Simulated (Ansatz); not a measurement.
# BH3S3: small, medium and large basis sets

Aim: see how fast density functionals converge with the basis set for BH3S3.

Method: one geometry, several basis sets; program: Ansatz 0.2.0, Gaussian basis.

Levels to be run: PBE0-D4/def2-SVP; ωB97M-V/def2-SVP; PBE0-D4/def2-QZVPP; ωB97M-V/def2-QZVPP; the functionals' def2-TZVPP values are taken from earlier runs.

### 1 The geometry

An earlier PBE0-D4 in a triple-zeta def2 set relaxation fixed the geometry.

SMILES `SB(S)S`, 7 atoms, charge 0, spin multiplicity 1.

Atoms are counted from 1 here; the program's logs count them from 0.

Bond lengths: S1–B2 1.806 Å, S1–H5 1.343 Å, B2–S3 1.803 Å, B2–S4 1.801 Å, S3–H6 1.341 Å, S4–H7 1.342 Å. Angles: B2–S1–H5 97.0°, S1–B2–S3 115.1°, S1–B2–S4 118.6°, S3–B2–S4 126.3°, B2–S3–H6 97.7°, B2–S4–H7 98.6°.

### 2 PBE0-D4 in def2-SVP

The input, in.yaml:

```yaml
crystal:
  periodic: [false, false, false]
  atoms:
    - {symbol: S, position_ang: [-1.518539, 1.373614, 0.405584]}
    - {symbol: B, position_ang: [-0.182285, 0.177330, 0.192805]}
    - {symbol: S, position_ang: [0.603327, -0.370223, 1.720752]}
    - {symbol: S, position_ang: [0.242905, -0.354818, -1.474626]}
    - {symbol: H, position_ang: [-1.819381, 1.515190, -0.895768]}
    - {symbol: H, position_ang: [1.497056, -1.207409, 1.173425]}
    - {symbol: H, position_ang: [1.238117, -1.201686, -1.167772]}
basis:
  gaussian: {orbitals: def2-SVP}
hamiltonian: {xc: pbe0, dispersion: d4}
output: {orbitals: {seedname: orbitals}}
```

Further steps of the session: ωB97M-V in def2-SVP; PBE0-D4 in def2-QZVPP; ωB97M-V in def2-QZVPP.

**Question.** What will the summary of the whole plan be? Wanted: PBE0-D4: double and triple zeta above quadruple; ωB97M-V: double and triple zeta above quadruple.

**Answer**, as computed:

| quantity | value |
| --- | --- |
| PBE0-D4: double and triple zeta above quadruple | 12.96, 1.02 eV |
| ωB97M-V: double and triple zeta above quadruple | 12.86, 0.97 eV |

PBE0-D4 gains 11.94 eV from double to triple zeta, then 1.02 eV more. Total energies overstate the basis error of differences, where much of it tends to cancel. The LUMO of ωB97M-V is positive and keeps falling with the basis (1.67 to 0.93 eV): an unbound level that the basis holds in place.
